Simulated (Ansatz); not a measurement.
# Ba2IBrF2 (P4mm): calculation of the elastic constants in Python

What are the elastic constants of Ba2IBrF2 (P4mm), and is the cell stable? A script is to give a calculation of the elastic constants; the system is Ba2IBrF2 (P4mm).

Computed with Ansatz 0.2.0 through its Python package. Level of theory: DFT r2SCAN, plane waves, PAW.

### Step 1. The structure

The structure is tetragonal, space group P4mm (No. 99). Conventional cell: a = 4.623 Å, b = 4.623 Å, c = 7.991 Å, α = 90.00°, β = 90.00°, γ = 90.00°. Ba (site symmetry 4mm) is surrounded by 4 F at 2.70 Å and 4 I at 3.59 Å and 1 Br at 3.89 Å. Ba (site symmetry 4mm) is surrounded by 4 F at 2.73 Å and 4 Br at 3.50 Å and 1 I at 3.65 Å. Around I (site symmetry 4mm) lie 5 Ba at 3.59 to 3.65 Å. Br (site symmetry 4mm) is surrounded by 5 Ba at 3.50 to 3.89 Å and 4 F at 3.55 Å. Around F (site symmetry 2mm) lie 4 Ba at 2.70 to 2.73 Å.

No structure file is read: the coordinates are typed or built in the script.

### Step 2. Script

Contents of ba2ibrf2_elastic.py:

```python
"""Stiffness tensor and moduli of Ba2IBrF2."""

from dataclasses import replace
import argparse
import logging
import sys
import warnings

import ansatz
import numpy as np

logging.basicConfig(stream=sys.stdout, format="%(levelname)s:%(name)s:%(message)s")
log = logging.getLogger("run")
log.setLevel(logging.INFO)

parser = argparse.ArgumentParser(description="Stiffness tensor and moduli of Ba2IBrF2.")
parser.add_argument("--functional", default="r2scan", help="exchange-correlation functional")
parser.add_argument("--occupations", default="Fixed", help="how the bands are filled")
parser.add_argument("--kgrid", type=int, nargs=3, required=True, help="k-point sampling")
args = parser.parse_args()


def main() -> None:
    warnings.simplefilter("ignore", ansatz.DeckWarning)

    structure = (
        ansatz.Lattice.from_parameters(4.623364, 4.623364, 7.991386, alpha=90, beta=90, gamma=90)
        .space_group(99, hermann_mauguin="P4mm")
        .atom("Ba", (0.5, 0.5, 0.827396))
        .atom("Ba", (0.0, 0.0, 0.185191))
        .atom("I", (0.0, 0.0, 0.641387))
        .atom("Br", (0.5, 0.5, 0.340098))
        .atom("F", (0.5, 0.0, 0.002964))
    )

    setup = (
        structure.calculation()
        .basis(37 * ansatz.Ry)
        .functional(args.functional)
        .occupations(args.occupations)
        .kpoints(*args.kgrid)
    )
    # first bring the cell to zero stress
    rest = setup.relax(cell=True).run(threads=1, backend="cpu").lattice
    relaxed = ansatz.Crystal(lattice=ansatz.Lattice.of(rest.cell_ang))
    for site in rest.sites:
        relaxed = relaxed.atom(site.symbol, site.position_frac)
    setup = replace(setup, crystal=relaxed)
    log.info("relaxed volume {:.3f} A^3".format(abs(np.linalg.det(rest.cell_ang))))
    done = setup.elastic("clamped-ion", amplitude=0.003).run(threads=1, backend="cpu")
    elastic = done.elastic

    log.info("C_ij (GPa), Voigt order xx yy zz yz xz xy")
    for row in elastic.c_gpa:
        print(" ".join(f"{value:8.1f}" for value in row))
    print("smallest eigenvalue of C:", round(elastic.stability.min_eigenvalue_gpa, 1), "GPa; tensor positive definite:", elastic.stability.min_eigenvalue_gpa > 0)
    # averaged moduli need a positive definite tensor
    if elastic.stability.min_eigenvalue_gpa > 0:
        m = elastic.moduli
        anisotropy = 5 * m.g_voigt_gpa / m.g_reuss_gpa + m.k_voigt_gpa / m.k_reuss_gpa - 6
        log.info(f"Voigt K {m.k_voigt_gpa:.1f} G {m.g_voigt_gpa:.1f}; Reuss K {m.k_reuss_gpa:.1f} G {m.g_reuss_gpa:.1f}; universal anisotropy index {anisotropy:.3f}")
        S = np.linalg.inv(elastic.c_gpa)
        print("Young modulus along x, y, z (GPa):", np.round(1 / np.diag(S)[:3], 1))
        print("linear compressibility along x, y, z (1/TPa):", np.round(1000 * S[:3, :3].sum(axis=1), 2))


if __name__ == "__main__":
    main()
```

### Step 3. The input behind the calls

The engine receives this input (first run):

```yaml
crystal:
  lattice:
    a: 4.623364
    b: 4.623364
    c: 7.991386
    alpha: 90.0
    beta: 90.0
    gamma: 90.0
  space_group: 99
  setting:
    hermann_mauguin: P4mm
  atoms:
    - { symbol: Ba, position: [0.5, 0.5, 0.827396] }
    - { symbol: Ba, position: [0.0, 0.0, 0.185191] }
    - { symbol: I, position: [0.0, 0.0, 0.641387] }
    - { symbol: Br, position: [0.5, 0.5, 0.340098] }
    - { symbol: F, position: [0.5, 0.0, 0.002964] }
basis:
  ecutwfc: 503.410645550778
kpoints:
  mp_grid:
    grid: [6, 6, 4]
hamiltonian:
  xc: r2scan
scf:
  occupations:
    method: fixed
relax:
  cell: {}
```

### Step 4. Launch

Command:

```
$ python ba2ibrf2_elastic.py --kgrid 6 6 4
```

Without the output at hand: what should come out? Wanted: moves of the relaxation of run 1; energy gained in run 1; last largest force component of run 1; relaxed conventional cell of run 1; space group at the end of run 1; bulk modulus; shear modulus; least eigenvalue of C.

**Answer**, as computed:

| quantity | value |
| --- | --- |
| runs compared | 2 |
| moves of the relaxation of run 1 | 4 |
| energy gained in run 1 (ahead of the last change of basis) | 6.4 meV/atom |
| last largest force component of run 1 | 0.0091 eV/Å |
| relaxed conventional cell of run 1 | a = 4.575 Å, b = 4.575 Å, c = 7.969 Å, α = 90.00°, β = 90.00°, γ = 90.00° |
| space group at the end of run 1 | P4mm |
| bulk modulus (Hill) | 39.7 GPa |
| shear modulus (Hill) | 19.1 GPa |
| least eigenvalue of C | 15.8 GPa |

**Reading.** The dearest, run 2 (elastic constants), took some 4.5 times as long as run 1 (relaxation). In run 1, over 4 moves the cell shrank by 2.3 % in volume, and the space group stayed P4mm. All eigenvalues of C are positive, so the cell resists every small strain. The ratio K/G is 2.07, on the ductile side of Pugh's 1.75. A positive definite tensor excludes instabilities under uniform strain alone; phonons elsewhere in the zone can still be imaginary. These are clamped-ion constants: where atoms have free coordinates under strain, the relaxed-ion ones can be far smaller or negative, so this tensor doesn't settle whether the crystal is stable. This cell is a computed structure, which may not be the phase found in nature. The constants belong to the cell that was strained; where it wasn't relaxed first it may be under stress.
